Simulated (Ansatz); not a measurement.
# NbSiAs: the cost of one run

Computed with Ansatz 0.2.0 (DFT PBEsol, scalar-relativistic, plane waves, PAW, unless a step's input says otherwise).

1 further run of the same task is left out (it didn't finish).

**1. Starting point**

Symmetry: P4/nmm, No. 129, tetragonal system. Conventional cell: a = 3.491 Å, b = 3.491 Å, c = 7.899 Å, α = 90.00°, β = 90.00°, γ = 90.00°. Around Nb (site symmetry 4mm) lie 4 Si at 2.67 Å and 5 As at 2.68 to 2.81 Å. Si (site symmetry -4m2) is surrounded by 4 Si at 2.47 Å and 4 Nb at 2.67 Å. As (site symmetry 4mm) has 5 Nb at 2.68 to 2.81 Å in its first shell of neighbours.

Coordinates:

```cif
data_structure
_symmetry_space_group_name_H-M 'P 1'
_symmetry_Int_Tables_number 1
_cell_length_a 3.4908
_cell_length_b 3.4908
_cell_length_c 7.8992
_cell_angle_alpha 90.000
_cell_angle_beta 90.000
_cell_angle_gamma 90.000
_cell_volume 96.26
loop_
_atom_site_label
_atom_site_type_symbol
_atom_site_fract_x
_atom_site_fract_y
_atom_site_fract_z
_atom_site_occupancy
Nb1 Nb 0.50000 0.00000 0.25580 1
Nb2 Nb 0.00000 0.50000 0.74420 1
Si1 Si 0.00000 0.00000 0.00000 1
Si2 Si 0.50000 0.50000 0.00000 1
As1 As 0.50000 0.00000 0.61170 1
As2 As 0.00000 0.50000 0.38830 1
```

(A quick probe on a coarse mesh, which set the mesh and smearing, is not shown.)

**3. Full relaxation**

input.yaml

```yaml
crystal:
  lattice:
    - [3.4908, 0.0, 0.0]
    - [0.0, 3.4908, 0.0]
    - [0.0, 0.0, 7.8992]
  atoms:
    - { symbol: Nb, position: [0.5, 0.0, 0.2558] }
    - { symbol: Nb, position: [0.0, 0.5, 0.7442] }
    - { symbol: Si, position: [0.0, 0.0, 0.0] }
    - { symbol: Si, position: [0.5, 0.5, 0.0] }
    - { symbol: As, position: [0.5, 0.0, 0.6117] }
    - { symbol: As, position: [0.0, 0.5, 0.3883] }
basis:
  ecutwfc: 420
kpoints:
  mp_grid: { grid: [10, 10, 6] }
hamiltonian:
  xc: pbesol
scf:
  occupations: { method: gaussian, width: 0.1 }
output:
  forces: true
  stress: true
  eigenvalues: true
relax:
  adjacent_minimum: "off"
  f_tol: 0.01
  max_steps: 80
  cell: { stress_tol: 0.05 }
```

Started as:

```bash
ansatz run input.yaml --threads 1 --pin off --max-ram 2560MiB --backend cpu --events-out ev --progress --plain --runs-dir out
```

Q: Estimate wall time and peak memory on 1 thread of Arm Neoverse V2, shared host.

About 77 s, with a peak of 0.53 GiB.
